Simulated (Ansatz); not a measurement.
# CH3NSSi, SMILES SC1=N[SiH2]1: a rigid scan of one bond length

Run with Ansatz 0.2.0 through its Python package.

`run_scan.py`
```python
# -*- coding: utf-8 -*-
import ansatz as az
import numpy as np

SETTINGS = {
    "basis": "def2-SVP",
    "xc": "R2SCAN0",
}

GEOMETRY = """
S    -0.83130    1.04700   -1.63440
C    -0.25980    0.22830   -0.37510
N    -0.81350   -0.53890    0.46880
Si    1.14530   -0.24410    0.59530
H    -2.14540    0.68690   -1.48270
H     1.27190    0.35650    1.94400
H     1.69400   -1.60370    0.43830
"""


def main():
    ch3nssi = az.Crystal.molecule()
    for line in GEOMETRY.strip().splitlines():
        symbol, *xyz = line.split()
        ch3nssi = ch3nssi.atom(symbol, [float(v) for v in xyz])

    symbols = [site.symbol for site in ch3nssi.cartesian_sites]
    start = np.array([site.position_ang for site in ch3nssi.cartesian_sites])
    axis = (start[4] - start[0]) / np.linalg.norm(start[4] - start[0])
    moving = [4]
    lengths, energies = [1.206, 1.261, 1.316, 1.371, 1.426, 1.481, 1.535, 1.618], []
    for length in lengths:
        xyz = start.copy()
        xyz[moving] += (length - np.linalg.norm(start[4] - start[0])) * axis
        point = az.Crystal.molecule()
        for symbol, place in zip(symbols, xyz):
            point = point.atom(symbol, place.tolist())
        calc = (
            point.calculation()
            .basis(gaussian=SETTINGS["basis"])
            .functional(SETTINGS["xc"])
        )
        rep = calc.run(threads=1).report
        energies.append(rep["free_energy_ev"])
        print(f"r = {length:6.3f} A  E = {energies[-1]:.5f} eV  <S^2> = {abs(rep['mean_field']['state']['spin_squared']):.3f}")

    fit = np.polynomial.Polynomial.fit(lengths, np.array(energies) - min(energies), 4).convert()
    roots = [r.real for r in fit.deriv().roots() if abs(r.imag) < 1e-9 and fit.deriv(2)(r.real) > 0]
    r_e = min(roots, key=lambda r: abs(r - lengths[int(np.argmin(energies))]))
    print(f"minimum of the fit at {r_e:.4f} A, force constant {fit.deriv(2)(r_e):.2f} eV/A^2")


if __name__ == "__main__":
    main()
```

```console
$ python run_scan.py
r =  1.206 A  E = -21274.69022 eV  <S^2> = 0.000
r =  1.261 A  E = -21274.92414 eV  <S^2> = 0.000
r =  1.316 A  E = -21275.03173 eV  <S^2> = 0.000
r =  1.371 A  E = -21275.04376 eV  <S^2> = 0.000
r =  1.426 A  E = -21274.98411 eV  <S^2> = 0.000
r =  1.481 A  E = -21274.87137 eV  <S^2> = 0.000
r =  1.535 A  E = -21274.72299 eV  <S^2> = 0.000
r =  1.618 A  E = -21274.44609 eV  <S^2> = 0.000
minimum of the fit at 1.3509 A, force constant 26.46 eV/A^2
```

Total energies depend on the basis set; only differences at equal settings carry meaning. The rest of the molecule is held rigid at a force-field or estimated start geometry, and the basis set is modest; single-reference methods fail as a bond breaks. The orbitals are restricted, so S² is zero by construction. The whole script took 30 s on 1 thread of Intel(R) Xeon(R) Platinum 8259CL CPU @ 2.50GHz (Skylake/Cascade Lake), with other jobs on the host, peak memory 0.24 GiB.

(A comment or docstring line of the script was reworded after the run, the code is as it ran; lines on the test bed's own set-up are left out of the output.)
